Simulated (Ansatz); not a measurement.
# C2H8AlBO: up Jacob's ladder to CCSD(T)

One table from this session's results is given with a row withheld; the runs are named, their logs left out.

Program: Ansatz 0.2.0, Gaussian basis. Level of theory: functionals in def2-TZVPP, the program's frozen cores in correlated methods. These are calculated values, not measurements.

Levels to be run: LDA (SPW92), PBE-D4, revPBE-D4, BLYP-D4, r2SCAN-D4, B97M-V, PBE0-D4, B3LYP-D4, r2SCANh-D4, r2SCAN0-D4, HSE06-D4, BHLYP-D4, CAM-B3LYP-D4, LC-ωPBE, ωB97X-V, ωB97M-V, B2PLYP, PBE-QIDH; CCSD(T)/def2-SVP; CCSD(T)/def2-TZVPP; MP2/def2-QZVPP; extrapolation to the limit; RPA on PBE.

### Structure used throughout

All runs share one geometry, relaxed beforehand with PBE0-D4 in a triple-zeta def2 set.

SMILES `[BH2][AlH][CH2]OC`, 13 atoms, charge 0, spin multiplicity 1.

Atoms are counted from 1 here; the program's logs count them from 0.

Bond lengths: B1–Al2 2.094 Å, B1–H6 1.202 Å, B1–H7 1.202 Å, Al2–C3 2.005 Å, Al2–H8 1.592 Å, C3–O4 1.429 Å, C3–H9 1.104 Å, C3–H10 1.093 Å, O4–C5 1.373 Å, C5–H11 1.091 Å, C5–H12 1.136 Å, C5–H13 1.097 Å. Angles: Al2–B1–H6 123.2°, Al2–B1–H7 121.6°, H6–B1–H7 115.2°, B1–Al2–C3 109.0°, B1–Al2–H8 132.7°, C3–Al2–H8 118.3°, Al2–C3–O4 112.3°, Al2–C3–H9 110.3°, Al2–C3–H10 112.8°, O4–C3–H9 109.4°, O4–C3–H10 105.8°, H9–C3–H10 105.8°, C3–O4–C5 114.0°, O4–C5–H11 108.9°, O4–C5–H12 112.0°, O4–C5–H13 113.7°, H11–C5–H12 104.9°, H11–C5–H13 110.4° and more.

Geometry (Å):

```xyz
13
C2H8AlBO
B    -1.6153    0.9188   -0.3363
Al   -0.7560    0.2445    1.4500
C     1.0359   -0.5609    1.0488
O     1.5714   -0.1016   -0.1934
C     0.7154   -0.2451   -1.2571
H    -1.4402    2.0245   -0.7745
H    -2.3294    0.2137   -0.9978
H    -1.2814    0.2041    2.9524
H     0.9652   -1.6629    1.0337
H     1.7879   -0.3204    1.8053
H     1.2368    0.0412   -2.1718
H    -0.1690    0.4651   -1.1900
H     0.2991   -1.2557   -1.3545
```

Set-up of the first run:

in.yaml

```yaml
crystal:
  periodic: [false, false, false]
  atoms:
    - {symbol: B, position_ang: [-1.615296, 0.918826, -0.336315]}
    - {symbol: Al, position_ang: [-0.755991, 0.244478, 1.449984]}
    - {symbol: C, position_ang: [1.035888, -0.560946, 1.048840]}
    - {symbol: O, position_ang: [1.571370, -0.101550, -0.193386]}
    - {symbol: C, position_ang: [0.715366, -0.245057, -1.257107]}
    - {symbol: H, position_ang: [-1.440222, 2.024471, -0.774454]}
    - {symbol: H, position_ang: [-2.329404, 0.213732, -0.997763]}
    - {symbol: H, position_ang: [-1.281376, 0.204121, 2.952407]}
    - {symbol: H, position_ang: [0.965249, -1.662881, 1.033733]}
    - {symbol: H, position_ang: [1.787895, -0.320407, 1.805317]}
    - {symbol: H, position_ang: [1.236750, 0.041222, -2.171823]}
    - {symbol: H, position_ang: [-0.169031, 0.465132, -1.189997]}
    - {symbol: H, position_ang: [0.299102, -1.255741, -1.354537]}
basis:
  gaussian: {orbitals: def2-TZVPP}
hamiltonian: {xc: lda}
output: {orbitals: {seedname: orbitals}}
```

Among the steps run: LDA; PBE-D4 (GGA); revPBE-D4 (GGA); BLYP-D4 (GGA); r2SCAN-D4 (meta-GGA); B97M-V (meta-GGA); PBE0-D4 (hybrid); B3LYP-D4 (hybrid); r2SCANh-D4 (hybrid); r2SCAN0-D4 (hybrid); HSE06-D4 (hybrid); BHLYP-D4 (hybrid); CAM-B3LYP-D4 (range-separated); LC-ωPBE (range-separated); ωB97X-V (range-separated); ωB97M-V (range-separated); B2PLYP (double hybrid); PBE-QIDH (double hybrid).

One table of the session follows, with a row left open; its other results are not shown here.

It belongs to the step «Frontier levels by functional». 

| functional | HOMO (eV) | LUMO (eV) | gap (eV) |
| --- | --- | --- | --- |
| LDA (SPW92) | -5.65 | -2.74 | 2.91 |
| PBE-D4 | -5.52 | -2.50 | 3.02 |
| revPBE-D4 | -5.46 | -2.40 | 3.06 |
| BLYP-D4 | -5.39 | -2.30 | 3.08 |
| r2SCAN-D4 | -5.72 | -2.23 | 3.49 |
| B97M-V | ? | ? | ? |
| PBE0-D4 | -6.68 | -1.60 | 5.08 |
| B3LYP-D4 | -6.49 | -1.76 | 4.73 |
| r2SCANh-D4 | -6.16 | -1.91 | 4.25 |
| r2SCAN0-D4 | -6.83 | -1.43 | 5.40 |
| HSE06-D4 | -6.29 | -1.98 | 4.31 |
| BHLYP-D4 | -7.82 | -0.53 | 7.29 |
| CAM-B3LYP-D4 | -8.00 | -0.49 | 7.51 |
| LC-ωPBE | -9.27 | 0.60 | 9.88 |
| ωB97X-V | -8.96 | 0.55 | 9.51 |
| ωB97M-V | -8.84 | 0.31 | 9.14 |

**Question.** Estimate the row for B97M-V.

As computed: HOMO (eV): -5.80; LUMO (eV): -2.31; gap (eV): 3.50. In the column «HOMO (eV)» it lies between r2SCANh-D4 (-6.16) and r2SCAN-D4 (-5.72).
